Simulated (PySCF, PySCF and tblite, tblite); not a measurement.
# C₆H₆O₃: telling isomers apart by computed NMR, part 3 of 3

PySCF and tblite. Atoms count from 0.

### Step 16. Single-point energy, isomer B, conformer 1: HSE06/cc-pVDZ

What the job is given:

```
{"job": {"xc": "HSE06", "basis": "cc-pVDZ", "kind": "sp"}, "charge": 0, "multiplicity": 1}
C      2.872491    -0.462334    -0.378428
C      1.500629    -0.447709     0.244986
O      1.243785    -0.836314     1.351287
O      0.603374     0.062243    -0.612642
C     -0.727796     0.183784    -0.280480
C     -1.689645     0.720100    -1.181267
C     -2.869420     0.677907    -0.505677
O     -2.692204     0.161361     0.722806
C     -1.385031    -0.144272     0.870480
H      3.156283     0.554046    -0.646548
H      2.848125    -1.062078    -1.286813
H      3.590680    -0.877480     0.323871
H     -1.504019     1.077223    -2.179066
H     -3.871213     0.972475    -0.772464
H     -1.080454    -0.570963     1.809058
```

Output:

```text
coarse grid: 13496 points
cycle   1  E = -457.2908154838  dE =  1.899e+00  |g| = 9.231e-01  |ddm| = 7.693e+00
cycle   2  E = -456.8543826860  dE =  4.364e-01  |g| = 1.750e+00  |ddm| = 3.161e+00
cycle   3  E = -457.4337270163  dE = -5.793e-01  |g| = 3.362e-01  |ddm| = 2.180e+00
cycle   4  E = -457.4556943558  dE = -2.197e-02  |g| = 9.761e-02  |ddm| = 5.097e-01
cycle   5  E = -457.4572873664  dE = -1.593e-03  |g| = 3.519e-02  |ddm| = 1.488e-01
cycle   6  E = -457.4575569852  dE = -2.696e-04  |g| = 1.076e-02  |ddm| = 6.057e-02
cycle   7  E = -457.4575805303  dE = -2.355e-05  |g| = 4.289e-03  |ddm| = 1.816e-02
cycle   8  E = -457.4575840592  dE = -3.529e-06  |g| = 7.723e-04  |ddm| = 5.537e-03
final grid: 133104 points
cycle   9  E = -457.4615572995  dE = -3.764e-05  |g| = 6.013e-03  |ddm| = 5.757e-02
cycle  10  E = -457.4615539090  dE =  3.390e-06  |g| = 7.113e-03  |ddm| = 2.217e-02
cycle  11  E = -457.4615660557  dE = -1.215e-05  |g| = 1.329e-03  |ddm| = 1.174e-02
cycle  12  E = -457.4615663970  dE = -3.413e-07  |g| = 2.278e-04  |ddm| = 1.790e-03
cycle  13  E = -457.4615664230  dE = -2.597e-08  |g| = 1.480e-04  |ddm| = 4.747e-04
cycle  14  E = -457.4615664277  dE = -4.718e-09  |g| = 3.557e-05  |ddm| = 2.113e-04
cycle  15  E = -457.4615664279  dE = -2.236e-10  |g| = 1.385e-05  |ddm| = 5.768e-05
converged SCF energy = -457.4615664279
```

Wall time 16 s (1 thread of AMD EPYC 9R45, shared host).

In short: HOMO -6.08 eV, LUMO -0.29 eV; dipole 2.21 D.

### Step 17. Shieldings, isomer B, conformer 2: HF/def2-SVP

What the job is given:

```
{"job": {"xc": "HF", "basis": "def2-SVP", "kind": "nmr", "pop": false}, "charge": 0, "multiplicity": 1}
C      2.854411    -0.381622     0.390110
C      1.426050    -0.663885    -0.003732
O      1.043807    -1.684277    -0.503617
O      0.653677     0.395680     0.289367
C     -0.701064     0.428985     0.041844
C     -1.554768    -0.553150    -0.531774
C     -2.791093     0.015334    -0.533274
O     -2.751582     1.254600    -0.009518
C     -1.475447     1.512838     0.343994
H      3.476869    -1.240411     0.152634
H      2.898182    -0.171698     1.457567
H      3.208427     0.496812    -0.146997
H     -1.281133    -1.530159    -0.886043
H     -3.751679    -0.341768    -0.867055
H     -1.259071     2.470711     0.784583
```

Output:

```text
final grid: 133104 points
cycle   1  E = -454.7028081009  dE =  2.736e+00  |g| = 9.297e-01  |ddm| = 4.199e+00
cycle   2  E = -454.8442368997  dE = -1.414e-01  |g| = 6.058e-01  |ddm| = 1.213e+00
cycle   3  E = -454.9119813818  dE = -6.774e-02  |g| = 1.065e-01  |ddm| = 5.690e-01
cycle   4  E = -454.9152164440  dE = -3.235e-03  |g| = 4.006e-02  |ddm| = 1.640e-01
cycle   5  E = -454.9156312508  dE = -4.148e-04  |g| = 9.727e-03  |ddm| = 5.124e-02
cycle   6  E = -454.9156822815  dE = -5.103e-05  |g| = 4.703e-03  |ddm| = 1.962e-02
cycle   7  E = -454.9156970000  dE = -1.472e-05  |g| = 1.624e-03  |ddm| = 1.204e-02
cycle   8  E = -454.9156988816  dE = -1.882e-06  |g| = 4.567e-04  |ddm| = 4.393e-03
cycle   9  E = -454.9156990111  dE = -1.296e-07  |g| = 1.213e-04  |ddm| = 1.175e-03
cycle  10  E = -454.9156990174  dE = -6.285e-09  |g| = 3.588e-05  |ddm| = 2.082e-04
cycle  11  E = -454.9156990180  dE = -5.681e-10  |g| = 1.373e-05  |ddm| = 7.016e-05
converged SCF energy = -454.9156990180

GIAO shielding tensors (ppm)
atom      isotropic    diamagn.    paramagn.     s11        s22        s33       span
  0 C      179.353     243.753     -64.400    157.763    174.394    205.902     48.138
  1 C       30.886     250.016    -219.130    -80.703     77.221     96.141    176.843
  2 O      -74.700     399.094    -473.794   -379.484   -175.762    331.147    710.631
  3 O      191.163     405.361    -214.197     35.491    240.274    297.724    262.233
  4 C       58.746     249.370    -190.624    -23.812     69.647    130.403    154.215
  5 C       93.650     249.851    -156.201      5.316     94.749    180.885    175.569
  6 C       56.986     255.210    -198.224    -29.593     65.403    135.147    164.740
  7 O      108.383     401.350    -292.968    -28.878     31.643    322.383    351.261
  8 C       70.995     253.408    -182.413      3.962     72.116    136.908    132.946
  9 H       30.269      27.295       2.974     25.584     28.752     36.470     10.886
 10 H       30.025      28.898       1.127     26.147     28.942     34.987      8.840
 11 H       30.025      28.891       1.134     26.148     28.939     34.987      8.839
 12 H       24.504      32.600      -8.096     19.536     25.457     28.518      8.982
 13 H       24.983      30.210      -5.227     21.503     26.205     27.242      5.738
 14 H       24.719      32.610      -7.891     21.178     25.861     27.119      5.941
```

It took 4.7 s on 1 thread of AMD EPYC 9R45, shared host.

In short: HOMO -8.76 eV, LUMO 4.01 eV; dipole 1.69 D.

### Step 18. Single-point energy, isomer B, conformer 2: HSE06/cc-pVDZ

Changed since step 17:

```diff
@@ -1,2 +1,2 @@
-{"job": {"xc": "HF", "basis": "def2-SVP", "kind": "nmr", "pop": false}, "charge": 0, "multiplicity": 1}
+{"job": {"xc": "HSE06", "basis": "cc-pVDZ", "kind": "sp"}, "charge": 0, "multiplicity": 1}
 C      2.854411    -0.381622     0.390110
```

Output:

```text
coarse grid: 13496 points
cycle   1  E = -457.2880750328  dE =  1.897e+00  |g| = 9.231e-01  |ddm| = 7.694e+00
cycle   2  E = -456.8541207517  dE =  4.340e-01  |g| = 1.746e+00  |ddm| = 3.186e+00
cycle   3  E = -457.4320482785  dE = -5.779e-01  |g| = 3.303e-01  |ddm| = 2.190e+00
cycle   4  E = -457.4531891925  dE = -2.114e-02  |g| = 9.382e-02  |ddm| = 5.005e-01
cycle   5  E = -457.4546102564  dE = -1.421e-03  |g| = 3.031e-02  |ddm| = 1.367e-01
cycle   6  E = -457.4548192056  dE = -2.089e-04  |g| = 6.378e-03  |ddm| = 5.294e-02
cycle   7  E = -457.4548285703  dE = -9.365e-06  |g| = 2.529e-03  |ddm| = 1.246e-02
final grid: 133104 points
cycle   8  E = -457.4592388507  dE = -3.400e-05  |g| = 6.652e-03  |ddm| = 6.043e-02
cycle   9  E = -457.4592242394  dE =  1.461e-05  |g| = 1.023e-02  |ddm| = 2.546e-02
cycle  10  E = -457.4592492720  dE = -2.503e-05  |g| = 1.796e-03  |ddm| = 1.551e-02
cycle  11  E = -457.4592499446  dE = -6.727e-07  |g| = 2.942e-04  |ddm| = 2.727e-03
cycle  12  E = -457.4592499591  dE = -1.445e-08  |g| = 1.404e-04  |ddm| = 5.398e-04
cycle  13  E = -457.4592499630  dE = -3.952e-09  |g| = 4.387e-05  |ddm| = 2.206e-04
cycle  14  E = -457.4592499634  dE = -3.992e-10  |g| = 1.394e-05  |ddm| = 7.414e-05
converged SCF energy = -457.4592499634
```

Wall time 16 s (1 thread of AMD EPYC 9R45, shared host).

In short: HOMO -6.05 eV, LUMO -0.28 eV; dipole 1.50 D.

### Step 19. Boltzmann average, isomer B: properties at HF/def2-SVP

What the job is given:

```
{"job": {"study": "conf", "smiles": "CC(=O)Oc1ccoc1", "search": {"seed": 9840, "n_embed": 90, "ff_keep": 18, "window": 2.5, "nmax": 6, "temps": [250, 298.15, 350], "t_ref": 298.15, "order": 0.0005}, "level": {"nmr": {"xc": "HF", "basis": "def2-SVP"}, "sp": {"xc": "HSE06", "basis": "cc-pVDZ"}, "alter": {"geometry": "GFN1-xTB"}, "change": "HF/def2-SVP; energies HSE06/cc-pVDZ; GFN1-xTB geometries"}, "kind": "conf"}, "charge": 0, "multiplicity": 1}
C      2.872491    -0.462334    -0.378428
C      1.500629    -0.447709     0.244986
O      1.243785    -0.836314     1.351287
O      0.603374     0.062243    -0.612642
C     -0.727796     0.183784    -0.280480
C     -1.689645     0.720100    -1.181267
C     -2.869420     0.677907    -0.505677
O     -2.692204     0.161361     0.722806
C     -1.385031    -0.144272     0.870480
H      3.156283     0.554046    -0.646548
H      2.848125    -1.062078    -1.286813
H      3.590680    -0.877480     0.323871
H     -1.504019     1.077223    -2.179066
H     -3.871213     0.972475    -0.772464
H     -1.080454    -0.570963     1.809058
```

Output:

```text
conformer  sym    E(xTB)   E(DFT)   G(298.15 K)  weight  dipole/D
    1     Cs      0.000    0.000    0.000   0.8413    2.208
    2     Cs      1.295    1.443    0.988   0.1587    1.502

mean shielding (ppm) by class
class atoms           250 K   298.15 K      350 K
  0 C  0            179.751    179.728    179.704
  1 C  1             30.274      30.31     30.346
  2 O  2            -81.712    -81.302    -80.886
  3 O  3            185.162    185.513     185.87
  4 C  4             61.176     61.033     60.889
  5 C  5             95.341     95.242     95.142
  6 C  6              58.02      57.96     57.898
  7 O  7            104.515    104.741    104.971
  8 C  8             67.942     68.121     68.302
  9 H  9,10,11       30.089      30.09     30.091
 10 H  12            25.589     25.526     25.461
 11 H  13            24.976     24.977     24.977
 12 H  14            24.068     24.107     24.145
```

Run time: 41 s. Hardware: 1 thread of AMD EPYC 9R45, shared host. This counts the runs that the step sums up.

Against the first level, at 298 K (shieldings, ppm; largest changes first):

| atoms | WP04/pcSseg-1 in benzene | HF/def2-SVP | change |
| --- | --- | --- | --- |
| O3 | 97.2 | 185.5 | +88.4 |
| O7 | 52.4 | 104.7 | +52.3 |
| C4 | 23.6 | 61.0 | +37.4 |
| O2 | -115.7 | -81.3 | +34.4 |
| C5 | 62.7 | 95.2 | +32.6 |
| C8 | 35.9 | 68.1 | +32.3 |
| C1 | -1.4 | 30.3 | +31.7 |
| C0 | 149.3 | 179.7 | +30.4 |
| C6 | 29.1 | 58.0 | +28.9 |
| H9, H10, H11 | 29.60 | 30.09 | +0.49 |

Weights: from B3LYP/def2-SVP in benzene energies 1: 81 %, 2: 19 %; from HSE06/cc-pVDZ energies 1: 84 %, 2: 16 % (with a dispersion term where the level has one and the same thermal terms, so they don't follow from the SCF energies alone). Times: 65 s and 41 s.

### Step 20. Which isomer fits the signals?

What the job is given:

```
{"job": {"study": "set", "relation": "regioisomers", "members": [{"smiles": "[CH3:1][C:2](=[O:3])[O:4][c:5]1[cH:6][cH:7][cH:8][o:9]1"}, {"smiles": "[CH3:1][C:2](=[O:3])[O:4][c:5]1[cH:6][cH:7][o:8][cH:9]1"}], "charge": 0, "search": {"seed": 9840, "n_embed": 90, "ff_keep": 18, "window": 2.5, "nmax": 6, "temps": [250, 298.15, 350], "t_ref": 298.15, "order": 0.0005}, "level": {"nmr": {"xc": "WP04", "basis": "pcSseg-1", "solvent": "benzene"}, "sp": {"xc": "B3LYP", "basis": "def2-SVP", "solvent": "benzene"}, "j": {"xc": "B3LYP", "basis": {"default": "6-31G*", "H": "pcJ-1"}, "nuclei": ["H", "F", "P", "Si", "B"]}}, "dp4": {"C": [2.5, 10], "H": [0.12, 10]}, "second_levels": [{"nmr": {"xc": "HF", "basis": "def2-SVP"}, "wide": true, "sp": {"xc": "HSE06", "basis": "cc-pVDZ"}, "alter": {"geometry": "GFN1-xTB"}, "change": "HF/def2-SVP; energies HSE06/cc-pVDZ; GFN1-xTB geometries"}], "kind": "set"}, "charge": 0, "multiplicity": 1}
C      2.995228     0.295649     0.274028
C      1.539544     0.662267     0.210734
O      1.084338     1.764706     0.327900
O      0.801297    -0.449699    -0.001368
C     -0.557471    -0.390967    -0.099550
C     -1.479724     0.609367    -0.032589
C     -2.732187    -0.031146    -0.219317
C     -2.467630    -1.352340    -0.382469
O     -1.139365    -1.583156    -0.310994
H      3.290701    -0.176849    -0.659567
H      3.154483    -0.418048     1.078664
H      3.587978     1.188682     0.444396
H     -1.292332     1.649603     0.126408
H     -3.691987     0.442186    -0.227955
H     -3.097287    -2.202264    -0.550233
```

Output:

```text
isomer  G rel   conformers  SMILES
A     0.000      1   CC(=O)Oc1ccco1
B     1.217      2   CC(=O)Oc1ccoc1

signals of isomer B at the second level: probabilities [0.0, 1.0]
```

Run time: 2.4 min. Hardware: 1 thread of AMD EPYC 9R45, shared host. This counts the whole study up to here.

The 2 candidates (regioisomers), with energies and dipoles from their ensembles above, at 298 K; shieldings at WP04/pcSseg-1 in benzene:

| isomer | SMILES | conformers | ΔE | ΔG | μ rms (D) |
| --- | --- | --- | --- | --- | --- |
| A | CC(=O)Oc1ccco1 | 1 | 0.00 | 0.00 | 1.30 |
| B | CC(=O)Oc1ccoc1 | 2 | 1.25 | 1.22 | 2.41 |

Energies in kcal/mol.

The signals of isomer B, computed at a second level (HF/def2-SVP on GFN1-xTB geometries), stand in for a spectrum. The test takes 6 C values, 6 H values (hydrogens on carbon alone). Each candidate's shieldings are matched to them as sorted lists by a straight-line fit, or by a shift alone where signals are few or close (slope 1; a small slope inflates the errors), and the errors are weighed by Student-t tails (C: width 2.5 ppm, H: width 0.12 ppm).

| candidate | C slope | C mean error | C largest | H slope | H mean error | H largest | P(C) | P(H) | P(all) |
| --- | --- | --- | --- | --- | --- | --- | --- | --- | --- |
| A | 1.00 | 7.4 | 18.3 | 0.83 | 0.20 | 0.47 | 0.0 | 0.0 | 0.0 |
| B | 1.01 | 0.8 | 1.8 | 0.96 | 0.03 | 0.06 | 100.0 | 100.0 | 100.0 |

Errors in ppm, probabilities in per cent.

### Step 21. Summary of results

The summary covers parts 1 to 3.

```
                                                quantity                                                 value
                                    conformers, isomer A  1; the first in weight is no. 1 (Cs), 100 % at 298 K
                       root-mean-square dipole, isomer A                                                1.30 D
averaged ¹³C shifts, isomer A (WP04/pcSseg-1 in benzene)           173.9, 163.5, 139.5, 119.9, 103.3, 26.0 ppm
 averaged ¹H shifts, isomer A (WP04/pcSseg-1 in benzene)                            7.02, 6.86, 6.55, 2.41 ppm
                                    conformers, isomer B   2; the first in weight is no. 1 (Cs), 81 % at 298 K
                       root-mean-square dipole, isomer B                                                2.41 D
averaged ¹³C shifts, isomer B (WP04/pcSseg-1 in benzene)           176.9, 151.9, 146.4, 139.6, 112.8, 26.2 ppm
 averaged ¹H shifts, isomer B (WP04/pcSseg-1 in benzene)                            8.20, 7.29, 6.72, 2.38 ppm
                                   lowest in free energy                                              isomer A
       signals of B (HF/def2-SVP on GFN1-xTB geometries)                                     best fit B, 100 %
```

**Reading.** The search found one conformer for isomer A in the window, so the averages are its own values. Conformer 1 leads for isomer B with 81 % at 298 K, and its share goes from 87 % at 250 K to 76 % at 350 K. Among conformers of isomer B over 5 %, H12 differs by 1.27 ppm, while the average moves by 0.14 ppm from 250 to 350 K. Going from WP04/pcSseg-1 in benzene to HF/def2-SVP moves O3 of isomer B most, by 88.4 ppm of raw shielding (the geometries differ too); the energies behind both averages, dispersion terms included where typed, rank the same conformer first. The test names the right isomer, B, with 100 %. The stand-in spectrum is computed, so it shares conformers and some errors with the candidates; a measured one would test harder.
